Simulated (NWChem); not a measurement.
# NaI (Sodium Iodide): PBE0/def2-TZVP (core potential)

Aim: the vertical ionisation energy of NaI (Sodium Iodide) at PBE0/def2-TZVP (core potential), from 2 runs. 

The results are computed with NWChem 7.3.0.

4 further runs of the same task are left out: 4 set aside as unsound or not needed. Runs told in other sessions of the task aren't counted.

### 1 The molecule

The species is NaI (2 atoms), meant as a singlet with charge 0. As SMILES, `[Na][I]`. The coordinates come from a PBE0-D4/def2-TZVP relaxation.

Bond lengths: Na1–I2 2.715 Å.

### 2 Energy and gradient at PBE0/def2-TZVP (core potential)

struct.xyz

```xyz
2

Na     0.000000     0.000000     0.044310
I      0.000000     0.000000     2.758810
```

run.py

```python
from ase.io import read
from ase.calculators.nwchem import NWChem

mol = read('struct.xyz')

calc = NWChem(
    label='struct',
    theory='dft',
    memory='2200 mb',
    basis='def2-TZVP',
    basispar='spherical bse',
    dft={'xc': 'pbe0', 'mult': '1', 'grid': 'xfine', 'convergence': 'energy 1e-08', 'iterations': '100', 'mulliken': None},
    **{'ecp bse': {'I library': 'def2-TZVP'}},
)
mol.calc = calc

forces = mol.get_forces()
print("Total energy (eV):", round(mol.get_potential_energy(), 6))
print("forces (eV/A):")
for s, f in zip(mol.symbols, forces):
    print(f"{s:2s} {f[0]:10.5f} {f[1]:10.5f} {f[2]:10.5f}")
print("dipole (e A):", mol.get_dipole_moment().round(4))
```

Run with:

```sh
$ export ASE_NWCHEM_COMMAND="nwchem PREFIX.nwi > PREFIX.nwo"
$ python run.py
```

Standard output:

```text
Total energy (eV): -12516.888213
forces (eV/A):
Na    0.00000    0.00000    0.00129
I    -0.00000   -0.00000   -0.00129
dipole (e A): [ 0.     -0.     -1.8601]
```

The calculator wrote struct.nwi:

```
title "struct"

permanent_dir struct

scratch_dir struct

start struct

geometry units angstrom nocenter noautosym noautoz
  Na 0.0000000000000000e+00 0.0000000000000000e+00 4.4310000000000002e-02
  I  0.0000000000000000e+00 0.0000000000000000e+00 2.7588100000000000e+00
end

memory 2200 mb

basis spherical bse noprint
   * library def2-TZVP
end

dft
  xc pbe0
  mult 1
  grid xfine
  convergence energy 1e-08
  iterations 100
  mulliken
end
ecp bse
  I library def2-TZVP
end

task dft gradient
```

struct.nwo:

```text
Northwest Computational Chemistry Package (NWChem) 7.3.0
             --------------------------------------------------------

           Job information
           ---------------

    nwchem branch   = 7.3.0
    use scalapack   = T
    input           = struct.nwi
    prefix          = struct.
    data base       = struct/struct.db
    status          = startup
    nproc           =        1

           Memory information
           ------------------

    heap     =     72089600 doubles =      550.0 Mbytes
    stack    =     72089597 doubles =      550.0 Mbytes
    global   =    144179200 doubles =     1100.0 Mbytes (distinct from heap & stack)
    total    =    288358397 doubles =     2200.0 Mbytes
    verify   = yes
    hardfail = no

           Directory information
           ---------------------

  0 permanent = struct
  0 scratch   = struct

                                NWChem Input Module
                                -------------------

                                      struct
                                      ------

 Scaling coordinates for geometry "geometry" by  1.889725989
 (inverse scale =  0.529177249)

                             Geometry "geometry" -> ""
                             -------------------------

 Output coordinates in angstroms (scale by  1.889725989 to convert to a.u.)

  No.       Tag          Charge          X              Y              Z
 ---- ---------------- ---------- -------------- -------------- --------------
    1 Na                  11.0000     0.00000000     0.00000000     0.04431000
    2 I                   53.0000     0.00000000     0.00000000     2.75881000

      Atomic Mass
      -----------

      Na                22.989800
      I                126.900400

 Effective nuclear repulsion energy (a.u.)     113.6527302143

[... 41 lines left out ...]
  convergence criterion.
[... 17 lines left out ...]
          Convergence on energy requested:  1.00D-08
[... 1 line left out ...]
          Convergence on gradient requested:  5.00D-04
[... 22 lines left out ...]
          Convergence Information
[... 2 lines left out ...]
          total energy or number of iterations.
[... 27 lines left out ...]
 1-e energy   =    -852.196881
[... 27 lines left out ...]
   convergence    iter        energy       DeltaE   RMS-Dens  Diis-err    time
[... 14 lines left out ...]
      One electron energy =     -854.814306945264
[... 1 line left out ...]
    Exchange-Corr. energy =      -36.646539465202
[... 6 lines left out ...]
                       DFT Final Molecular Orbital Analysis
[... 645 lines left out ...]
          Convergence on density requested:  1.00D-05
[... 21 lines left out ...]
          Spatial weights used:  Erf1
[... 1 line left out ...]
          Convergence Information
          -----------------------
          Convergence aids based upon iterative change in
          total energy or number of iterations.
          Levelshifting, if invoked, occurs when the
          HOMO/LUMO gap drops below (HL_TOL):  1.00D-02
          DIIS, if invoked, will attempt to extrapolate
          using up to (NFOCK): 10 stored Fock matrices.

                    Damping( 0%)  Levelshifting(0.5)       DIIS
                  --------------- ------------------- ---------------
          dE  on:    start            ASAP                start
          dE off:    2 iters        100 iters           100 iters

      Screening Tolerance Information
      -------------------------------
          Density screening/tol_rho:  1.00D-11
          AO Gaussian exp screening on grid/accAOfunc:  18
          CD Gaussian exp screening on grid/accCDfunc:  20
          XC Gaussian exp screening on grid/accXCfunc:  20
          Schwarz screening/accCoul:  1.00D-09

                            NWChem DFT Gradient Module
                            --------------------------

                                      struct

  charge          =   0.00
  wavefunction    = closed shell

                         DFT ENERGY GRADIENTS

    atom               coordinates                        gradient
                 x          y          z           x          y          z
   1 Na      0.000000   0.000000   0.083734   -0.000000  -0.000000  -0.000025
   2 I       0.000000   0.000000   5.213395    0.000000   0.000000   0.000025

                 ----------------------------------------
                 |  Time  |  1-e(secs)   |  2-e(secs)   |
                 ----------------------------------------
                 |  CPU   |       0.02   |       4.65   |
                 ----------------------------------------
                 |  WALL  |       0.02   |       4.65   |
                 ----------------------------------------

 Task  times  cpu:       20.0s     wall:       20.0s
 Total times  cpu:       20.0s     wall:       20.0s
```

It took 21 s on 1 thread of AMD EPYC 7B13 (Zen 3), shared host; peak memory 0.13 GiB.

### 3 The doublet cation: a single-point energy at UPBE0/def2-TZVP (core potential)

run.py

```python
from ase import Atoms
from ase.calculators.nwchem import NWChem

mol = Atoms(['Na', 'I'], positions=[
    [-0.000000, 0.000000, 0.044310],
    [0.000000, -0.000000, 2.758810],
])

calc = NWChem(
    label='run',
    theory='dft',
    memory='2200 mb',
    basis='def2-TZVP',
    basispar='spherical bse',
    charge=1,
    dft={'xc': 'pbe0', 'mult': '2', 'grid': 'xfine', 'convergence': 'energy 1e-08', 'iterations': '100', 'mulliken': None},
    task='energy',
    **{'ecp bse': {'I library': 'def2-TZVP'}},
)
mol.calc = calc

e = mol.get_potential_energy()
print(f"E = {e:.6f} eV")
```

Run with:

```sh
$ export ASE_NWCHEM_COMMAND="nwchem PREFIX.nwi > PREFIX.nwo"
$ python run.py
```

Standard output:

```text
E = -12508.693025 eV
```

The calculator wrote run.nwi:

```
title "run"

permanent_dir run

scratch_dir run

start run

geometry units angstrom nocenter noautosym noautoz
  Na -0.0000000000000000e+00 0.0000000000000000e+00 4.4310000000000002e-02
  I  0.0000000000000000e+00 -0.0000000000000000e+00 2.7588100000000000e+00
end

charge 1

memory 2200 mb

basis spherical bse noprint
   * library def2-TZVP
end

dft
  xc pbe0
  mult 2
  grid xfine
  convergence energy 1e-08
  iterations 100
  mulliken
end
ecp bse
  I library def2-TZVP
end

task dft energy
```

run.nwo:

```text
Northwest Computational Chemistry Package (NWChem) 7.3.0
             --------------------------------------------------------

           Job information
           ---------------

    nwchem branch   = 7.3.0
    use scalapack   = T
    input           = run.nwi
    prefix          = run.
    data base       = run/run.db
    status          = startup
    nproc           =        1

           Memory information
           ------------------

    heap     =     72089600 doubles =      550.0 Mbytes
    stack    =     72089597 doubles =      550.0 Mbytes
    global   =    144179200 doubles =     1100.0 Mbytes (distinct from heap & stack)
    total    =    288358397 doubles =     2200.0 Mbytes
    verify   = yes
    hardfail = no

           Directory information
           ---------------------

  0 permanent = run
  0 scratch   = run

                                NWChem Input Module
                                -------------------

                                        run
                                        ---

 Scaling coordinates for geometry "geometry" by  1.889725989
 (inverse scale =  0.529177249)

                             Geometry "geometry" -> ""
                             -------------------------

 Output coordinates in angstroms (scale by  1.889725989 to convert to a.u.)

  No.       Tag          Charge          X              Y              Z
 ---- ---------------- ---------- -------------- -------------- --------------
    1 Na                  11.0000     0.00000000     0.00000000     0.04431000
    2 I                   53.0000     0.00000000     0.00000000     2.75881000

      Atomic Mass
      -----------

      Na                22.989800
      I                126.900400

 Effective nuclear repulsion energy (a.u.)     113.6527302143

            Nuclear Dipole moment (a.u.)
[... 42 lines left out ...]
  convergence criterion.
[... 16 lines left out ...]
          Convergence on density requested:  1.00D-05
[... 21 lines left out ...]
          Spatial weights used:  Erf1
[... 3 lines left out ...]
          Convergence aids based upon iterative change in
[... 83 lines left out ...]
         Total DFT energy =     -459.685993705197
[... 1 line left out ...]
           Coulomb energy =      368.369997632760
[... 1 line left out ...]
 Nuclear repulsion energy =       53.609778402990
[... 613 lines left out ...]
                     DFT Final Beta Molecular Orbital Analysis
[... 654 lines left out ...]
   alpha     21     22     23     24     25     26     27     28     29     30
    beta     20     22     23     25     24     26     27     26     29     31
 overlap   1.000  0.998  0.995  0.990  1.000  0.612  0.980  0.787  0.757  0.964

   alpha     31     32     33     34     35     36     37     38     39     40
    beta     30     33     32     35     34     36     37     39     38     40
 overlap   0.999  0.962  0.999  0.947  0.980  0.970  0.998  0.997  1.000  0.999

   alpha     41     42     43     44     45     46     47     48     49     50
    beta     41     47     46     43     42     45     44     48     49     50
 overlap   0.965  0.897  0.904  1.000  0.898  0.965  0.905  1.000  1.000  0.996

   alpha     51     52     53     54     55     56     57     58     59     60
    beta     51     52     53     54     55     56     57     60     59     58
 overlap   1.000  0.999  0.874  0.981  1.000  0.876  0.981  0.938  1.000  0.940

   alpha     61     62     63     64     65     66     67     68     69     70
    beta     61     62     63     64     65     66     67     68     69     70
 overlap   1.000  1.000  0.998  0.993  0.999  0.996  1.000  0.993  1.000  0.996

   alpha     71     72     73     74     75     76     77     78     79     80
    beta     71     72     74     73     75     76     77     78     79     80
 overlap   1.000  1.000  1.000  1.000  1.000  1.000  1.000  1.000  1.000  1.000

   alpha     81     82
    beta     81     82
 overlap   1.000  1.000

     --------------------------
     Expectation value of S2:
     --------------------------
      <S2> =      0.7534 (Exact =     0.7500)

 center of mass
 --------------
 x =   0.00000000 y =   0.00000000 z =   4.42661980

 moments of inertia (a.u.)
 ------------------
         512.156051520506           0.000000000000           0.000000000000
           0.000000000000         512.156051520506           0.000000000000
           0.000000000000           0.000000000000           0.000000000000

     Multipole analysis of the density
     ---------------------------------

     L   x y z        total         alpha         beta         nuclear
     -   - - -        -----         -----         ----         -------
     0   0 0 0      1.000000    -18.000000    -17.000000     36.000000

     1   1 0 0      0.000000      0.000000     -0.000000      0.000000
[... 8 lines of this table left out ...]
     2   0 0 2    -13.121711   -360.048991   -332.637019    679.564299

 Task  times  cpu:       18.2s     wall:       18.2s
 Total times  cpu:       18.2s     wall:       18.2s
```

Wall time 20 s (1 thread of AMD EPYC 7B13 (Zen 3), shared host); peak memory 0.12 GiB.

### 4 Results

Level: PBE0/def2-TZVP (core potential).

| quantity | value |
| --- | --- |
| singlet NaI: total energy | -459.98716 Eh |
| singlet NaI: dipole moment | 8.93 D |
| singlet NaI: HOMO energy | -5.93 eV |
| singlet NaI: LUMO energy | -1.83 eV |
| singlet NaI: HOMO–LUMO gap | 4.09 eV |
| singlet NaI: largest force on an atom | 0.001 eV/Å |
| doublet cation: total energy | -459.68599 Eh |
| doublet cation: HOMO energy (highest over α and β) | -12.90 eV |
| doublet cation: LUMO energy (lowest over α and β) | -10.52 eV |
| doublet cation: ⟨S²⟩ | 0.753 |
| vertical ionisation energy (to the doublet cation) | 8.195 eV |

Removing an electron at fixed nuclei costs 8.20 eV (791 kJ/mol). −ε(HOMO) before ionisation, 5.93 eV, is 2.27 eV below this ionisation energy.
